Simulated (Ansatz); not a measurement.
**C3H5BO: small, medium and large basis sets**

How large a basis does C3H5BO need? Two functionals are run in growing sets.

Program: Ansatz 0.2.0, Gaussian basis. Level of theory: one geometry, several basis sets. These are calculated values, not measurements.

Levels to be run: PBE0-D4/def2-SVP; ωB97M-V/def2-SVP; PBE0-D4/def2-QZVPP; ωB97M-V/def2-QZVPP; the functionals' def2-TZVPP values are taken from earlier runs.

## Step 1: Structure used throughout

All runs share one geometry, relaxed beforehand with PBE0-D4 in a triple-zeta def2 set.

SMILES `OC1BC=C1`, 10 atoms, charge 0, spin multiplicity 1.

Atoms are counted from 1 here; the program's logs count them from 0.

Bond lengths: O1–C2 1.400 Å, O1–H6 0.960 Å, C2–B3 1.597 Å, C2–C5 1.503 Å, C2–H7 1.090 Å, B3–C4 1.496 Å, B3–H8 1.192 Å, C4–C5 1.360 Å, C4–H9 1.079 Å, C5–H10 1.091 Å. Angles: C2–O1–H6 109.2°, O1–C2–B3 118.4°, O1–C2–C5 117.6°, O1–C2–H7 113.8°, B3–C2–C5 73.0°, B3–C2–H7 115.5°, C5–C2–H7 112.6°, C2–B3–C4 92.7°, C2–B3–H8 129.7°, C4–B3–H8 132.3°, B3–C4–C5 80.3°, B3–C4–H9 143.3°, C5–C4–H9 130.1°, C2–C5–C4 102.8°, C2–C5–H10 125.8°, C4–C5–H10 130.1°.

## Step 2: PBE0-D4 in def2-SVP

The input, in.yaml:

```yaml
crystal:
  periodic: [false, false, false]
  atoms:
    - {symbol: O, position_ang: [-0.856586, -0.859280, -1.460697]}
    - {symbol: C, position_ang: [-0.620616, -0.443499, -0.144716]}
    - {symbol: B, position_ang: [0.830546, -0.680134, 0.477878]}
    - {symbol: C, position_ang: [0.878169, 0.692294, 1.070961]}
    - {symbol: C, position_ang: [-0.002004, 0.911205, 0.057610]}
    - {symbol: H, position_ang: [-1.788531, -0.753069, -1.663106]}
    - {symbol: H, position_ang: [-1.456301, -0.627223, 0.530151]}
    - {symbol: H, position_ang: [1.686407, -1.441051, 0.148117]}
    - {symbol: H, position_ang: [1.514149, 1.384263, 1.600496]}
    - {symbol: H, position_ang: [-0.102233, 1.765396, -0.613792]}
basis:
  gaussian: {orbitals: def2-SVP}
hamiltonian: {xc: pbe0, dispersion: d4}
output: {orbitals: {seedname: orbitals}}
```

Started as:

```sh
$ ansatz run in.yaml --threads 2 --pin off --events-out ev --progress --plain --max-ram 4352MiB
```

Further steps of the session: ωB97M-V in def2-SVP; PBE0-D4 in def2-QZVPP; ωB97M-V in def2-QZVPP.

Before running them: what should the planned runs give, taken together? Wanted: PBE0-D4: double and triple zeta above quadruple; ωB97M-V: double and triple zeta above quadruple.

The runs gave:

| quantity | value |
| --- | --- |
| PBE0-D4: double and triple zeta above quadruple | 6.99, 0.34 eV |
| ωB97M-V: double and triple zeta above quadruple | 7.24, 0.32 eV |

In words: PBE0-D4 gains 6.65 eV from double to triple zeta, then 0.34 eV more. Total energies overstate the basis error of differences, where much of it tends to cancel. The LUMO of ωB97M-V is positive and keeps falling with the basis (1.94 to 1.39 eV): an unbound level that the basis holds in place.
